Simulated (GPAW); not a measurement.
Write an ASE script for GPAW 26.7.0 that does the following.

| Quantity | Value |
| --- | --- |
| Task | single point |
| Functional | PBE |
| Potentials or basis | GPAW PAW data sets (gpaw-data 1.2.1) |
| Cutoff | 800 eV |
| Basis | pw |
| k mesh | 6 × 6 × 3 |
| Occupations | fermi-dirac, width 0.05 eV |
| Spin | no spin polarisation |
| Maxiter | 150 |

CS2:

```
S C
1.0
     3.64579   -2.99431    0.00000
     3.64579    2.99431    0.00000
     0.00000    0.00000    9.85126
S C
4 2
Direct
  0.18152 0.81848 0.88687
  0.31848 0.68152 0.38687
  0.68152 0.31848 0.61313
  0.81848 0.18152 0.11313
  0.50000 0.50000 0.50000
  0.00000 0.00000 0.00000
```

The cell comes from a database or a generator and needn't be the stable form of this composition.

The input as run:

run.py

```python
from ase import Atoms
from ase.dft.bandgap import bandgap
from ase.io import write
from ase.units import Bohr, GPa
from gpaw import GPAW, PW
from gpaw.elf import elf_from_dft_calculation

atoms = Atoms(['S', 'S', 'S', 'S', 'C', 'C'],
              cell=[[3.645788, -2.994314, 0.0],
                    [3.645788, 2.994314, 0.0],
                    [0.0, 0.0, 9.851257]],
              scaled_positions=[[0.181521, 0.818479, 0.886867],
                                [0.318479, 0.681521, 0.386867],
                                [0.681521, 0.318479, 0.613133],
                                [0.818479, 0.181521, 0.113133],
                                [0.5, 0.5, 0.5],
                                [0.0, 0.0, 0.0]],
              pbc=True)

calc = GPAW(mode=PW(800),
            xc='PBE',
            kpts={'size': (6, 6, 3), 'gamma': True},
            occupations={'name': 'fermi-dirac', 'width': 0.05},
            nbands=30,
            convergence={'density': 1e-05, 'energy': 1e-05},
            maxiter=150,
            txt='gpaw.txt')
atoms.calc = calc
energy = atoms.get_potential_energy()
forces = atoms.get_forces()
stress = atoms.get_stress()
calc.write('gs.gpw')
write('result.traj', atoms)
print(f'Energy: {energy:.6f} eV')
print('Forces (eV/A):')
print(forces.round(4))
print('Stress (GPa):', (stress / GPa).round(3))
print('Fermi level:', round(calc.get_fermi_level(), 4), 'eV')
print(f'Gap: {bandgap(calc)[0]:.4f} eV, direct: {bandgap(calc, direct=True)[0]:.4f} eV')

# fields on the real-space grid
write('density.cube', atoms, data=calc.get_pseudo_density() * Bohr**3)
write('potential.cube', atoms, data=calc.get_electrostatic_potential())
write('elf.cube', atoms, data=elf_from_dft_calculation(calc).data)
```

Potentials or basis: GPAW PAW data sets (gpaw-data 1.2.1), pw.

The run is started by

```bash
$ OMP_NUM_THREADS=1 python run.py
```

Results of the run:

| Quantity | Value |
| --- | --- |
| Pressure | 0.5 GPa |
| Largest force | 0.310 eV/Å |
| Band gap on the k mesh | 3.42 eV, direct |

Caveat: an odd mesh through Γ misses points on the zone boundary, where band edges often lie.

It took 2.7 min on 1 thread of Arm Neoverse V2, on a shared host, peak memory 0.53 GiB.
